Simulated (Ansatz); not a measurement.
# RuW: the cost of one run

Computed with Ansatz 0.2.0 (DFT r2SCAN, scalar-relativistic, plane waves, PAW, unless a step's input says otherwise).

### Step 1. The system as given

Symmetry: P-6m2, No. 187, hexagonal system. Conventional cell: a = 2.767 Å, b = 2.767 Å, c = 4.462 Å, α = 90.00°, β = 90.00°, γ = 120.00°. Around Ru (site symmetry -6m2) lie 6 W at 2.74 Å and 6 Ru at 2.77 Å. Around W (site symmetry -6m2) lie 6 Ru at 2.74 Å and 6 W at 2.77 Å.

Coordinates:

```cif
data_structure
_symmetry_space_group_name_H-M 'P-6m2'
_symmetry_Int_Tables_number 187
_cell_length_a 2.7668
_cell_length_b 2.7668
_cell_length_c 4.4622
_cell_angle_alpha 90.000
_cell_angle_beta 90.000
_cell_angle_gamma 120.000
_cell_volume 29.58
loop_
_atom_site_label
_atom_site_type_symbol
_atom_site_symmetry_multiplicity
_atom_site_Wyckoff_symbol
_atom_site_fract_x
_atom_site_fract_y
_atom_site_fract_z
_atom_site_occupancy
Ru1 Ru 1 b 0.00000 0.00000 0.50000 1
W1 W 1 e 0.66667 0.33333 0.00000 1
```

The structure comes from the Materials Project (structure only).

### Step 2. Quick check of gap, pressure and forces

File input.yaml:

```yaml
crystal:
  lattice:
    - [2.7668085886, 0.0, 0.0]
    - [-1.3834042943, 2.3961265251, 0.0]
    - [0.0, 0.0, 4.46223994]
  atoms:
    - { symbol: Ru, position: [0.0, 0.0, 0.5] }
    - { symbol: W, position: [0.66666667, 0.33333333, 0.0] }
basis:
  ecutwfc: 500
kpoints:
  mp_grid: { grid: [9, 9, 4] }
hamiltonian:
  xc: r2scan
scf:
  occupations: { method: gaussian, width: 0.1 }
output:
  forces: true
  stress: true
  eigenvalues: true
```

Run with:

```bash
$ ansatz run input.yaml --threads 1 --pin off --max-ram 1228MiB --backend cpu --events-out ev --progress --plain --runs-dir out
```

What time and memory should one allow on 1 thread of an Arm CPU, shared host?

About 6.4 s, with a peak of 0.39 GiB.
